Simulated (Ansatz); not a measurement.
# CHGaP: the cost of one run

Program: Ansatz 0.2.0, Gaussian basis. Level of theory: cc-pVTZ, core rule «outside noble gas», up to 20 orbitals frozen. These are calculated values, not measurements.

To be run: UHF; CCSD(T) on ROHF; CCSD(T) on UHF; BCCD(T) on ROHF; CCSDT(Q) on ROHF; CCSDT(Q) on UHF.

6 further runs of the same task are left out: 1 that didn't finish, 5 set aside as unsound or not needed. Runs told in other sessions of the task aren't counted.

**1. What is computed**

The geometry is a PBE0/def2-TZVP stationary point (not a proven minimum) of the parent state, kept for this charge and spin. No spin-orbit coupling is included. The filled d shell of Ga may be among the frozen orbitals whatever the setting's name suggests.

4 atoms, charge 1, spin multiplicity 3.

Atoms are counted from 1 here; the program's logs count them from 0.

Bond lengths: C1–P2 1.776 Å, C1–Ga3 1.986 Å, C1–H4 1.090 Å, P2–Ga3 2.355 Å. Angles: P2–C1–Ga3 77.3°, P2–C1–H4 132.5°, Ga3–C1–H4 119.0°, C1–P2–Ga3 55.3°, C1–Ga3–P2 47.4°.

**2. UHF**

File in.yaml:

```yaml
crystal:
  periodic: [false, false, false]
  atoms:
    - {symbol: C, position_ang: [-0.128658, 1.202292, 0.703925]}
    - {symbol: P, position_ang: [0.017018, -0.364809, 1.527579]}
    - {symbol: Ga, position_ang: [0.007389, -0.075306, -0.810008]}
    - {symbol: H, position_ang: [0.499012, 2.093070, 0.701104]}
basis:
  gaussian: {orbitals: cc-pVTZ}
total_charge: 1
magnetization: {spin_polarized: true, initial_magnetization: 2}
hamiltonian: {xc: hf}
output: {orbitals: {seedname: orbitals}}
```

Run with:

```sh
> ansatz run in.yaml --threads 1 --pin off --events-out ev --progress --plain --max-ram 4096MiB --backend cpu
```

**Question.** How long does this run take on 1 thread of AMD EPYC 7R13, shared host, and how much memory does it need?

About 19 s, with a peak of 0.45 GiB.
